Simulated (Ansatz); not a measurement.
# AlGaGeH+ (quintet): from Hartree-Fock to the top rungs, cc-pVDZ

The task here is to estimate one member of a computed series from the others.

Computed with Ansatz 0.2.0, Gaussian basis. Level: cc-pVDZ, core rule «outside noble gas», up to 33 orbitals frozen.

The runs, in order: UHF; CCSD(T) on ROHF; CCSD(T) on UHF; BCCD(T) on ROHF; CISD as a restricted active space (open shells left free, so some higher excitations enter); CCSDT(Q) on ROHF; CCSDT(Q) on UHF.

22 further runs of the same task are left out: 10 that didn't finish, 12 set aside as unsound or not needed. Runs told in other sessions of the task aren't counted.

### What is computed

The geometry is a PBE0/def2-TZVP stationary point (not a proven minimum) of the parent state, kept for this charge and spin. No spin-orbit coupling is included. The filled d shell of Ge, Ga may be among the frozen orbitals whatever the setting's name suggests.

4 atoms, charge 1, spin multiplicity 5.

Atoms are counted from 1 here; the program's logs count them from 0.

Bond lengths: Al1–Ge2 2.571 Å, Al1–Ga3 2.638 Å, Ge2–Ga3 2.495 Å, Ga3–H4 1.577 Å. Angles: Ge2–Al1–Ga3 57.2°, Al1–Ge2–Ga3 62.7°, Al1–Ga3–Ge2 60.0°, Al1–Ga3–H4 158.9°, Ge2–Ga3–H4 141.1°.

As a file:

| atom | x (Å) | y (Å) | z (Å) |
| --- | --- | --- | --- |
| Al1 | 0.00000 | -1.91431 | 0.24447 |
| Ge2 | 0.00000 | 0.47680 | 1.18815 |
| Ga3 | 0.00000 | 0.22829 | -1.29467 |
| H4 | 0.00000 | 1.09095 | -2.61462 |

Set-up of the first run:

in.yaml

```yaml
crystal:
  periodic: [false, false, false]
  atoms:
    - {symbol: Al, position_ang: [0.000000, -1.914310, 0.244472]}
    - {symbol: Ge, position_ang: [0.000000, 0.476795, 1.188153]}
    - {symbol: Ga, position_ang: [0.000000, 0.228290, -1.294670]}
    - {symbol: H, position_ang: [0.000000, 1.090955, -2.614622]}
basis:
  gaussian: {orbitals: cc-pVDZ}
total_charge: 1
magnetization: {spin_polarized: true, initial_magnetization: 4}
hamiltonian: {xc: hf}
output: {orbitals: {seedname: orbitals}}
```

On the command line:

```bash
$ ansatz run in.yaml --threads 1 --pin off --events-out ev --progress --plain --max-ram 2393MiB
```

Among the steps run: UHF; CCSD(T) on ROHF; CCSD(T) on UHF; BCCD(T) on ROHF; CISD as a restricted active space (open shells left free, so some higher excitations enter); CCSDT(Q) on ROHF; CCSDT(Q) on UHF.

One of the session's tables, all rows but one given; the rest of the session is left out.

```
   method  from UCCSDT(Q) (kJ/mol)
     ROHF                   +487.3
      UHF                   +471.7
     RMP2                   +120.9
     UMP2                   +121.9
    RCCSD                        ?
    UCCSD                    +27.1
 RCCSD(T)                     +7.9
 UCCSD(T)                     +6.6
  BCCD(T)                     +7.8
   RCCSDT                     +3.1
   UCCSDT                     +1.6
RCCSDT(Q)                     +1.4
UCCSDT(Q)                        0
```

Q: Estimate the row for RCCSD from the others.

As computed: from UCCSDT(Q) (kJ/mol): +29.6. In the column «from UCCSDT(Q) (kJ/mol)» it lies between UCCSD (+27.1) and RMP2 (+120.9).

Not comparable, so not listed: CISD as a restricted active space (open shells left free, so some higher excitations enter) (they don't share determinant, frozen orbitals or solution with the rows shown, or repeat one).

Limits of these values: Restricted and unrestricted rows rest on different reference determinants; a gap between their highest levels can come from leftover correlation error, from unlike frozen cores or from another state.
